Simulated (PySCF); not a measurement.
# C3H6N2Si: the cost of one run

Programs: PySCF 2.14.0, with density-fitted response routines of our own. Each step states its level of theory. These are calculated values for one molecule in the gas phase, unless marked as measured. Atoms count from 0, in the outputs and in this text.

## 1. Starting geometry

12 atoms, charge 0, multiplicity 1; geometry from: GFN2-xTB.

Bonds of the start (Å): C0–C1 1.49, C1–N2 1.25, N2–Si3 1.71, Si3–C4 1.87, C4–N5 1.14, C0–H6 1.09, C0–H7 1.09, C0–H8 1.09, C1–H9 1.10, Si3–H10 1.46, Si3–H11 1.47.

## 2. Ultraviolet spectrum: CAM-B3LYP/def2-SVPD

The job: settings as JSON, then the geometry in Å.

```
{"job": {"kind": "uv", "xc": "CAM-B3LYP", "basis": "def2-SVPD", "nstates": 8, "ntriplets": 3}, "charge": 0, "multiplicity": 1}
C     -2.248203     0.251074     0.068892
C     -0.948100    -0.342063    -0.339361
N      0.107263    -0.127382     0.297658
Si     1.752479    -0.581289     0.189024
C      2.605941     1.074256     0.035867
N      3.159180     2.071938    -0.061302
H     -2.972998    -0.541728     0.249818
H     -2.128062     0.853212     0.964652
H     -2.633547     0.870040    -0.740693
H     -0.989817    -0.976320    -1.236084
H      2.067609    -1.166048     1.488333
H      2.229454    -1.386377    -0.942832
```

Method: TDDFT CAM-B3LYP/def2-SVPD, vertical, gas phase, core orbitals frozen in the response.

The run is started by

```
$ OMP_NUM_THREADS=1 python probes_run.py task.json out
```

One launch serves the whole session: the jobs run in the order shown.

**Question.** How long does this first job take on 1 thread of Arm Neoverse N1, shared host, and how much memory does it need?

About 43 s, with a peak of 0.74 GiB.
